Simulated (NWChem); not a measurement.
**C2H3F3 (1,1,1-trifluoroethane): M06-2X/def2-SVPD**

What is the electronic atomisation energy of C2H3F3 (1,1,1-trifluoroethane) at M06-2X/def2-SVPD? 

Program for the calculation: NWChem 7.3.0.

## 1. The molecule

C2H3F3: 8 atoms, total charge 0, spin state singlet. As SMILES, `CC(F)(F)F`. The coordinates come from a PBE0-D4/def2-TZVP relaxation.

Bond lengths: C1–C2 1.497 Å, C2–F3 1.341 Å, C2–F4 1.341 Å, C2–F5 1.341 Å, C1–H6 1.089 Å, C1–H7 1.089 Å, C1–H8 1.089 Å. Some angles: C1–C2–F3 111.8°, C1–C2–F4 111.8°, C1–C2–F5 111.8°, F3–C2–F4 107.1°, F3–C2–F5 107.1°, F4–C2–F5 107.1°, C2–C1–H6 109.3°, C2–C1–H7 109.3°, C2–C1–H8 109.3°, H6–C1–H7 109.7°.

## 2. A single-point energy at M06-2X/def2-SVPD (run 1)

Contents of work.nw:

```
start work
memory stack 880 mb heap 220 mb global 1100 mb
charge 0
geometry units angstroms noautosym nocenter noautoz
C       -0.615400      -0.141500       0.471500
C        0.557600       0.109900      -0.423700
F        1.692800      -0.382000       0.093900
F        0.395200      -0.458200      -1.627700
F        0.754200       1.420300      -0.629900
H       -0.441600       0.335800       1.434900
H       -0.738000      -1.214600       0.611200
H       -1.512600       0.273100       0.014000
end
basis spherical bse
C library def2-SVPD
F library def2-SVPD
H library def2-SVPD
end
dft
xc m06-2x
mult 1
grid fine
convergence energy 1e-08
maxiter 100
mulliken
print low
end
task dft energy
```

Command:

```sh
$ nwchem work.nw > work.out
```

Output:

```text
[...]
 d= 0,ls=0.0,diis     1   -377.0166942697 -5.79D+02  1.23D-02  1.38D+00     2.1
[...]
 d= 0,ls=0.0,diis    10   -377.1653184521 -1.42D-10  1.17D-07  3.92D-10    18.4
         Total DFT energy =     -377.165318452107
      One electron energy =     -922.810627386843
           Coulomb energy =      386.712172937376
    Exchange-Corr. energy =      -43.183271630316
 Nuclear repulsion energy =      202.116407627676
[...]
      Total Density - Mulliken Population Analysis
     ---------------------------------------------
    Atom       Charge   Shell Charges
 -----------   ------   -------------------------------------------------------
    1 C    6     5.92   1.99  0.91 -0.19  0.07  2.16  0.87  0.02  0.10
    2 C    6     4.97   1.99  0.94 -0.19 -0.03  1.84  0.20  0.18  0.05
    3 F    9     9.44   1.99  1.13  0.81  0.09  3.34  1.93  0.14  0.01  0.01
    4 F    9     9.44   1.99  1.13  0.81  0.09  3.34  1.93  0.14  0.01  0.01
    5 F    9     9.44   1.99  1.13  0.81  0.09  3.34  1.93  0.14  0.01  0.01
    6 H    1     0.93   0.75  0.11  0.02  0.04
    7 H    1     0.93   0.75  0.11  0.02  0.04
    8 H    1     0.93   0.75  0.11  0.02  0.04
[...]
```

It took 19 s on 1 thread of AMD EPYC 9R05 (Zen 5), shared host; peak memory 0.12 GiB.

## 3. The C atom at the same level (run 2)

Contents of run.nw:

```
START run
TITLE "C energy"
memory 2200 mb
charge 0
GEOMETRY noautosym nocenter noautoz
 C      0.000000     0.000000     0.000000
END
BASIS "ao basis" spherical bse
 * library def2-SVPD
END
DFT
 xc m06-2x
 mult 3
 grid fine
 convergence energy 1e-08
 maxiter 100
 mulliken
 noprint "final vectors analysis"
END
TASK dft energy
```

Command:

```sh
$ nwchem run.nw > run.out
```

Output:

```text
[...]
          Wavefunction type:  spin polarized.
          No. of atoms     :     1
          No. of electrons :     6
[...]
          Charge           :     0
          Spin multiplicity:     3
[...]
          AO basis - number of functions:    20
[...]
              XC Information
              --------------
                       M06-2X Method XC Functional
                     Hartree-Fock (Exact) Exchange  0.540
                        M06-2X Exchange Functional  1.000
                      M06-2X Correlation Potential  1.000
[...]
 d= 0,ls=0.0,diis     1    -37.7648730509 -3.78D+01  1.80D-02  5.78D-02     0.1
[...]
 d= 0,ls=0.0,diis     6    -37.7970499836 -9.83D-09  7.49D-07  9.03D-11     0.2
[...]
         Total DFT energy =      -37.797049983569
      One electron energy =      -50.415335536911
           Coulomb energy =       17.833428020595
    Exchange-Corr. energy =       -5.215142467252
 Nuclear repulsion energy =        0.000000000000
[...]
      Total Density - Mulliken Population Analysis
     ---------------------------------------------
    Atom       Charge   Shell Charges
 -----------   ------   -------------------------------------------------------
    1 C    6     6.00   1.99  1.24  0.70  0.06  1.26  0.74  0.00  0.00
     --------------------------------------------
      Spin Density - Mulliken Population Analysis
     --------------------------------------------
    Atom       Charge   Shell Charges
 -----------   ------   -------------------------------------------------------
    1 C    6     2.00   0.00  0.08 -0.04 -0.04  1.26  0.74 -0.00 -0.00
[...]
      <S2> =      2.0040 (Exact =     2.0000)
[...]
```

Run time: 0.66 s. Hardware: 1 thread of AMD EPYC 9R05 (Zen 5), shared host; peak memory 0.1 GiB.

Run 3 isn't shown in full; the table further down has it.

## 4. The H atom (run 4)

Contents of h.nw:

```
start h
title "H M06-2X"
memory 2200 mb
charge 0

geometry noautosym nocenter noautoz
  H        0.000000       0.000000       0.000000
end

basis spherical bse
  * library def2-SVPD
end

dft
  xc m06-2x
  mult 2
  grid fine
  convergence energy 1e-08
  maxiter 100
  mulliken
  noprint "final vectors analysis"
end

task dft energy
```

Run the same way, it converges to -0.49741 Eh (log not shown).

## 5. Overview of the runs

```
run              level  partner  energy (Eh)  wall time
  1   M06-2X/def2-SVPD     base  -377.165318       19 s
  2  UM06-2X/def2-SVPD    atoms   -37.797050     0.66 s
  3  UM06-2X/def2-SVPD    atoms   -99.617956      1.6 s
  4  UM06-2X/def2-SVPD    atoms    -0.497412     0.54 s
```

## 6. What came out

At M06-2X/def2-SVPD:

```
                     quantity        value
         H atom: total energy  -0.49741 Eh
                 H atom: ⟨S²⟩        0.750
electronic atomisation energy    33.337 eV
```

Taking the molecule apart into free atoms costs 33.34 eV (769 kcal/mol), before zero-point energy and without spin-orbit coupling. All runs together took 22 s, the longest 19 s.
